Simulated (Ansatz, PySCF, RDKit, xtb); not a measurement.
**C5H8N2O: which of the isomers drawn lies lowest?**

A sample of isomers of C5H8N2O is drawn. Aim: find which of them has the lowest free energy at 298.15 K, then its properties. The sample is small against all isomers, and the most stable one of this formula need not be in it.

The funnel: GFN2-xTB relaxations, single points with a density functional, relaxations at r2SCAN-D4/def2-SVP, harmonic vibrations (at GFN2-xTB), and a last energy at a higher level. All values are calculated.

**1. Drawing up candidates**

Isomers were taken from a list of plausible structures; this is a sample, not all of them. That gives 5 candidates.

```tsv
label	SMILES	spin
c402	N=CC1=C(O)NCC1	singlet
c560	N=C[C@@H]1CCN=C1O	singlet
c805	N=C[C@@H]1CCNC1=O	singlet
c870	N/C=C1\CCN=C1O	singlet
c976	N/C=C1/CCN=C1O	singlet
```

Candidates are built by distance geometry, with a force field where one applies, in up to four conformers (letters a to d).

Q: Predict the outcome of this search (final energies at CCSD(T)/def2-SVP + MP2/def2-TZVPP - MP2/def2-SVP).

| quantity | value |
| --- | --- |
| lowest structure found | N=C[C@@H]1CCNC1=O, singlet |
| next finalist | N/C=C1\CCN=C1O, singlet, 9.3 kcal/mol higher in G |
| share at equilibrium, among the finalists | 100.0 % |
| dipole moment (PBE0/def2-SVPD) | 2.32 D |
| HOMO energy (PBE0/def2-SVPD) | -7.37 eV |
| LUMO energy (PBE0/def2-SVPD) | -0.62 eV |
| HOMO–LUMO gap (PBE0/def2-SVPD) | 6.75 eV |
| lowest excitation (TD-PBE0/def2-SVPD) | 5.29 eV (f = 0.012) |
| strongest of the states computed, same level | 7.21 eV (f = 0.089) |
| lowest triplet excitation, same level, Tamm-Dancoff | 4.49 eV |
| vertical ionisation energy | 9.34 eV |
| vertical electron affinity | -1.22 eV (unbound: the value depends on the basis) |
| vertical triplet less singlet | +4.52 eV |

`N=C[C@@H]1CCNC1=O` comes out lowest. Among the finalists first place is clear (9.3 kcal/mol); structures outside the list aren't covered. With 5 minima in the window unscreened, the next finalist need not be the second lowest, and margin and share hold for the finalists alone. GFN2-xTB, HF/STO-3G, r2SCAN-D4/def2-SVP, r2SCAN-D4/def2-SVP, relaxed, HF/def2-SVP and MP2/def2-SVP already put its bonding pattern lowest among the structures in one piece. 5 minima inside the window were never screened. The search is not exhaustive (a finite list of starts, one conformer a finalist), so a lower isomer can't be ruled out. Only 5 drawn patterns were tried, so whole families of isomers are missing, and the result ranks only the part of this sample that was screened.
